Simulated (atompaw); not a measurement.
# Ge: generating and testing a PAW (atompaw) potential

Aim: build the potential from the settings below, then test how well it stands in for the atom: scattering, ghost states and the plane-wave cutoff that it needs.

The numbers are computed with atompaw 4.2.0.5 (PBE, scalar-relativistic, spin-unpolarised reference atom).

**1. The design**

Typed settings, in words:

```json
{
  "element": "germanium (Ge, Z = 32)",
  "type": "PAW",
  "frozen core": "[Ar] 3d10",
  "valence charge": "4",
  "reference configuration": "4s2 4p2",
  "partial waves": "4s (bound): rc 1.65 bohr; 4s channel at 0.85 Ry: rc 1.65 bohr; 4p (bound): rc 0.80 bohr; 4p channel at 0.2 Ry: rc 0.80 bohr; 4d channel at 0.1 Ry: rc 1.55 bohr",
  "local potential": "troulliermartins scheme with l = 3 at 0 Ry, radius 1.65 bohr",
  "core correction": "smooth core density matched at 0.90 bohr",
  "augmentation charge": "sinc compensation charge, radius 1.45 bohr; PAW radius 1.65 bohr; waves and projectors: custom rrkj vanderbiltortho"
}
```

The nodes and maxima of the atom's own shells, from an earlier all-electron run, set the scale for the radii.

All-electron outer shells of the reference configuration (PBE, scalar-relativistic, ld1.x):

| shell | level (eV) | outermost node (bohr) | outermost maximum (bohr) |
| --- | --- | --- | --- |
| 3p | -115.62 | 0.23 | 0.54 |
| 3d | -29.31 | – | 0.50 |
| 4s | -11.73 | 0.77 | 1.75 |
| 4p | -3.90 | 0.82 | 2.22 |

**2. Generating the potential**

The input, Ge.input:

```
Ge 32
GGA-PBE scalarrelativistic loggrid 1500 logderivrange -3 5 201
4 4 3 0 0 0
4 1 2
0 0 0
c
c
c
v
c
c
v
c
2
1.65 1.45 1.65 0.90
y
0.85
n
y
0.2
n
y
0.1
n
custom rrkj vanderbiltortho sinc
3 0 troulliermartins
1.65
1.65
0.80
0.80
1.55
PWSCFOUT
UPFDX 0.0125d0 UPFXMIN -7.d0 UPFZMESH 32.d0
END
```

Run with:

```bash
$ atompaw < Ge.input > Ge.log
```

Before running it: what results should come out? Wanted: cutoffs for 10 and 1 mRy, occupied levels; bound ghosts; largest phase difference near zero energy, channels read; lowest eigenvalue of the overlap; share of valence orbitals outside the PAW sphere; UPF file.

**Answer**, as computed:

```
                                                quantity                            value
               cutoffs for 10 and 1 mRy, occupied levels                 80 Ry and 120 Ry
                                            bound ghosts  p at -118.10 eV, d at -16.28 eV
largest phase difference near zero energy, channels read                        0.093 rad
         lowest eigenvalue of the overlap (Bessel basis)                        0.031 (d)
        share of valence orbitals outside the PAW sphere                 4s 69 %, 4p 87 %
                                                UPF file                          written
```

In words: A bound ghost (p, d) makes it unfit for use: electrons can fall into a state that the atom doesn't have. Close by lies the frozen 3p level (-115.6 eV). The potential is hard: the looser tolerance needs 80 Ry. The slowest occupied level is 4p: taken alone it needs 110 Ry to come within 1 mRy, against 15 Ry for 4s. Near zero energy the largest phase difference among the channels read is 0.09 rad, in the d channel (at the energies tabulated).
